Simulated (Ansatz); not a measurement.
# C₃H₅B: taking an electron away

An exercise on one series of results from a longer session: the logs are not shown, and one member is left open.

Program: Ansatz 0.2.0, Gaussian basis. Level of theory: unrestricted cation, the program's frozen cores in correlated methods. These are calculated values, not measurements.

Levels to be run: UKS PBE-D4/def2-TZVPP; UKS r2SCAN-D4/def2-TZVPP; UKS PBE0-D4/def2-TZVPP; UKS B3LYP-D4/def2-TZVPP; UKS wB97X-V/def2-TZVPP; UKS wB97M-V/def2-TZVPP; UKS B2PLYP/def2-TZVPP; UHF-CCSD(T)/def2-TZVPP; UHF-MP2/def2-QZVPP; extrapolation to the limit; then −ε(HOMO) from the neutral's earlier runs with LDA (SPW92), PBE-D4, revPBE-D4, BLYP-D4, r2SCAN-D4, B97M-V, PBE0-D4, B3LYP-D4, r2SCANh-D4, r2SCAN0-D4, HSE06-D4, BHLYP-D4, CAM-B3LYP-D4, LC-ωPBE, ωB97X-V, ωB97M-V.

## Structure used throughout

An earlier PBE0-D4 in a triple-zeta def2 set relaxation fixed the geometry.

SMILES `CB1C=C1`, 9 atoms, charge 0, spin multiplicity 1.

Atoms are counted from 1 here; the program's logs count them from 0.

Bond lengths: C1–B2 1.551 Å, C1–H5 1.096 Å, C1–H6 1.092 Å, C1–H7 1.092 Å, B2–C3 1.473 Å, B2–C4 1.474 Å, C3–C4 1.346 Å, C3–H8 1.082 Å, C4–H9 1.082 Å. Angles: B2–C1–H5 108.5°, B2–C1–H6 112.6°, B2–C1–H7 112.8°, H5–C1–H6 106.7°, H5–C1–H7 106.9°, H6–C1–H7 109.0°, C1–B2–C3 152.9°, C1–B2–C4 152.7°, C3–B2–C4 54.3°, B2–C3–C4 62.8°, B2–C3–H8 159.1°, C4–C3–H8 138.1°, B2–C4–C3 62.8°, B2–C4–H9 159.1°, C3–C4–H9 138.1°.

Set-up of the first run:

in.yaml reads:

```yaml
crystal:
  periodic: [false, false, false]
  atoms:
    - {symbol: C, position_ang: [0.385914, 1.191634, -0.773533]}
    - {symbol: B, position_ang: [0.006984, -0.062633, 0.056909]}
    - {symbol: C, position_ang: [0.180215, -1.468050, 0.463893]}
    - {symbol: C, position_ang: [-0.841485, -0.789427, 1.017701]}
    - {symbol: H, position_ang: [-0.183578, 1.173975, -1.709848]}
    - {symbol: H, position_ang: [0.127472, 2.123856, -0.266936]}
    - {symbol: H, position_ang: [1.442851, 1.216126, -1.045989]}
    - {symbol: H, position_ang: [0.607392, -2.461377, 0.511940]}
    - {symbol: H, position_ang: [-1.637264, -0.970403, 1.728662]}
basis:
  gaussian: {orbitals: def2-TZVPP}
total_charge: 1
magnetization: {spin_polarized: true, initial_magnetization: 1}
hamiltonian: {xc: pbe, dispersion: d4}
```

The run is started by

```
ansatz run in.yaml --threads 2 --pin off --events-out ev --progress --plain --max-ram 4352MiB
```

Among the steps run: Cation, UKS PBE-D4/def2-TZVPP; Cation, UKS r2SCAN-D4/def2-TZVPP; Cation, UKS PBE0-D4/def2-TZVPP; Cation, UKS B3LYP-D4/def2-TZVPP; Cation, UKS wB97X-V/def2-TZVPP; Cation, UKS wB97M-V/def2-TZVPP; Cation, UKS B2PLYP (frozen core)/def2-TZVPP; Cation, UHF-CCSD(T)/def2-TZVPP; Cation, UHF-MP2/def2-QZVPP.

One table of the session follows, with a row left open; its other results are not shown here.

It belongs to the step «Ionisation energies side by side». For comparison, −ε(HOMO) of the neutral from earlier runs:

```
  functional  −ε(HOMO) (eV)
 LDA (SPW92)              ?
      PBE-D4           6.24
   revPBE-D4           6.20
     BLYP-D4           6.15
   r2SCAN-D4           6.47
      B97M-V           6.56
     PBE0-D4           7.55
    B3LYP-D4           7.36
  r2SCANh-D4           6.96
  r2SCAN0-D4           7.70
    HSE06-D4           7.15
    BHLYP-D4           8.81
CAM-B3LYP-D4           8.96
     LC-ωPBE          10.31
     ωB97X-V           9.95
     ωB97M-V           9.81
```

**Question.** Estimate the row for LDA (SPW92).

As computed: −ε(HOMO) (eV): 6.32. In the column «−ε(HOMO) (eV)» it lies between PBE-D4 (6.24) and r2SCAN-D4 (6.47).
